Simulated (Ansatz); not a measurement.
# HNZr: the cost of one run

The runs use Ansatz 0.2.0, Gaussian basis; def2-QZVPP, core rule «outside noble gas», up to 5 orbitals frozen.

Plan: UHF; ROHF; CCSD(T) on UHF.

2 further runs of the same task are left out: 2 set aside as unsound or not needed.

### 1 What is computed

The geometry is a PBE0/def2-TZVP stationary point (not a proven minimum) of the parent state, kept for this charge and spin. No spin-orbit coupling is included. Elements past krypton take def2 core potentials.

3 atoms, charge 0, spin multiplicity 3.

Atoms are counted from 1 here; the program's logs count them from 0.

Bond lengths: Zr1–N2 1.758 Å, N2–H3 1.012 Å. Angles: Zr1–N2–H3 180.0°.

### 2 UHF

Input file in.yaml:

```yaml
crystal:
  periodic: [false, false, false]
  atoms:
    - {symbol: Zr, position_ang: [0.000000, 0.000000, -1.509417]}
    - {symbol: N, position_ang: [0.000000, 0.000000, 0.248939]}
    - {symbol: H, position_ang: [0.000000, 0.000000, 1.260478]}
basis:
  gaussian: {orbitals: "def2-QZVPP.json"}
magnetization: {spin_polarized: true, initial_magnetization: 2}
hamiltonian: {xc: hf}
output: {orbitals: {seedname: orbitals}}
```

Started as:

```bash
$ ansatz run in.yaml --threads 1 --pin off --events-out ev --progress --plain --max-ram 3968MiB --backend cpu
```

What time and memory should one allow on 1 thread of AMD EPYC 7R13, shared host?

About 14 s, with a peak of 0.39 GiB.
